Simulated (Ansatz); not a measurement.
Run this with Ansatz 0.2.0, Python API and show what comes out.

Contents of `input.yaml`:
```yaml
crystal:
  periodic: [false, false, false]
  atoms:
    - { symbol: S, position_ang: [-0.3398, 0.526, -1.8379] }
    - { symbol: Sn, position_ang: [0.1424, -0.3632, 0.313] }
    - { symbol: Cl, position_ang: [-1.3718, 0.5034, 1.9115] }
    - { symbol: Cl, position_ang: [0.0168, -2.6944, 0.2282] }
    - { symbol: H, position_ang: [-0.193, 1.8783, -1.4036] }
    - { symbol: H, position_ang: [1.7876, 0.0858, 0.7426] }
basis:
  gaussian: { orbitals: def2-SVP, nuclear_model: gaussian }
hamiltonian:
  xc: pbe0
output:
  forces: true
```

`deck_cl2h2ssn.py`
```python
'''Run Cl2H2SSn from an input written out key by key.'''

import ansatz as az
import numpy as np

session = az.Session.from_deck('input.yaml')
summary = session.plan(threads=1).execute().report

print(f'E = {summary["free_energy_ev"]:.6f} eV = {summary["free_energy_ev"] / 27.211386246:.7f} Ha')
print('converged:', summary['converged'], ' doubts:', summary['published_state_doubts'] or 'none')
symbols = ['S', 'Sn', 'Cl', 'Cl', 'H', 'H']

print('forces (eV/A)')
for symbol, f in zip(symbols, summary['forces_ev_ang']):
    print(f'  {symbol:2s} {f[0]:9.4f} {f[1]:9.4f} {f[2]:9.4f}')
charges = summary['charge_distribution']
dipole = np.array(charges['dipole_moment_e_ang']) * 4.803205
print('dipole (D): {:.3f} {:.3f} {:.3f}, length {:.3f}'.format(*dipole, np.linalg.norm(dipole)))
print('atom  Mulliken   Lowdin')
for symbol, m, l in zip(symbols, charges['mulliken_charges_e'], charges['lowdin_charges_e']):
    print(f'{symbol:4s} {m:9.3f} {l:8.3f}')
```

`python deck_cl2h2ssn.py` gives:
```text
E = -41724.330485 eV = -1533.3408635 Ha
converged: True  doubts: none
forces (eV/A)
  S    -0.0871    1.5410    0.0401
  Sn    0.7760    0.3925    0.5271
  Cl    0.2151   -0.2075   -0.2115
  Cl   -0.1101    0.0735   -0.0028
  H    -0.1498   -1.5851   -0.4040
  H    -0.6441   -0.2145    0.0512
dipole (D): 1.559 1.710 -0.386, length 2.346
atom  Mulliken   Lowdin
S       -0.243    0.098
Sn       0.715   -0.163
Cl      -0.275    0.031
Cl      -0.260    0.061
H        0.122    0.036
H       -0.059   -0.063
```

Reading the output:
- These settings explore the input space; basis and method may be short of convergence.
- The geometry is a force-field or estimated start, not a minimum of this method, and the basis set is short of its limit.
- The Löwdin charges here are taken after orthogonalising the functions within each atom; they differ from plain Löwdin charges, and their signs can be unphysical.
- It ran for 4.7 s on 1 thread of Arm Neoverse V1, with other jobs on the host, peak memory 0.25 GiB.
